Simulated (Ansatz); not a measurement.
# C2H4BNO: how energies converge with the basis set

One table from this session's results is given with a row withheld; the runs are named, their logs left out.

The runs use Ansatz 0.2.0, Gaussian basis; one geometry, several basis sets.

Levels to be run: PBE0-D4/def2-SVP; ωB97M-V/def2-SVP; PBE0-D4/def2-QZVPP; ωB97M-V/def2-QZVPP; the functionals' def2-TZVPP values are taken from earlier runs.

### Structure used throughout

An earlier PBE0-D4 in a triple-zeta def2 set relaxation fixed the geometry.

9 atoms, charge 0, spin multiplicity 1.

Atoms are counted from 1 here; the program's logs count them from 0.

Bond lengths: B1–C2 1.568 Å, B1–O5 1.354 Å, B1–H6 1.190 Å, C2–N3 1.282 Å, C2–H7 1.087 Å, N3–C4 1.427 Å, C4–O5 1.424 Å, C4–H8 1.094 Å, C4–H9 1.094 Å. Angles: C2–B1–O5 104.8°, C2–B1–H6 133.8°, O5–B1–H6 121.5°, B1–C2–N3 109.0°, B1–C2–H7 132.3°, N3–C2–H7 118.7°, C2–N3–C4 108.4°, N3–C4–O5 109.8°, N3–C4–H8 110.2°, N3–C4–H9 110.2°, O5–C4–H8 109.0°, O5–C4–H9 109.0°, H8–C4–H9 108.6°, B1–O5–C4 108.0°.

The first run:

Contents of in.yaml:

```yaml
crystal:
  periodic: [false, false, false]
  atoms:
    - {symbol: B, position_ang: [-0.165242, 1.038705, -0.632156]}
    - {symbol: C, position_ang: [1.142432, 0.226773, -0.330839]}
    - {symbol: N, position_ang: [0.840533, -0.804781, 0.368548]}
    - {symbol: C, position_ang: [-0.568294, -0.801106, 0.593420]}
    - {symbol: O, position_ang: [-1.154017, 0.337030, -0.030063]}
    - {symbol: H, position_ang: [-0.391257, 2.042753, -1.229097]}
    - {symbol: H, position_ang: [2.183274, 0.388225, -0.600519]}
    - {symbol: H, position_ang: [-1.019636, -1.706906, 0.176692]}
    - {symbol: H, position_ang: [-0.779293, -0.766994, 1.666811]}
basis:
  gaussian: {orbitals: def2-SVP}
hamiltonian: {xc: pbe0, dispersion: d4}
output: {orbitals: {seedname: orbitals}}
```

The run is started by

```console
$ ansatz run in.yaml --threads 2 --pin off --events-out ev --progress --plain --max-ram 4352MiB
```

Among the steps run: PBE0-D4 in def2-SVP; ωB97M-V in def2-SVP; PBE0-D4 in def2-QZVPP; ωB97M-V in def2-QZVPP.

One table of the session follows, with a row left open; its other results are not shown here.

It belongs to the step «Functionals by basis». 

| functional | basis | HOMO (eV) |
| --- | --- | --- |
| PBE0-D4 | def2-SVP | -7.82 |
| PBE0-D4 | def2-TZVPP | -7.95 |
| PBE0-D4 | def2-QZVPP | ? |
| ωB97M-V | def2-SVP | -10.20 |
| ωB97M-V | def2-TZVPP | -10.35 |
| ωB97M-V | def2-QZVPP | -10.37 |

Estimate the missing values for PBE0-D4, def2-QZVPP.

As computed: HOMO (eV): -7.98. In the column «HOMO (eV)» it lies between ωB97M-V, def2-SVP (-10.20) and PBE0-D4, def2-TZVPP (-7.95).
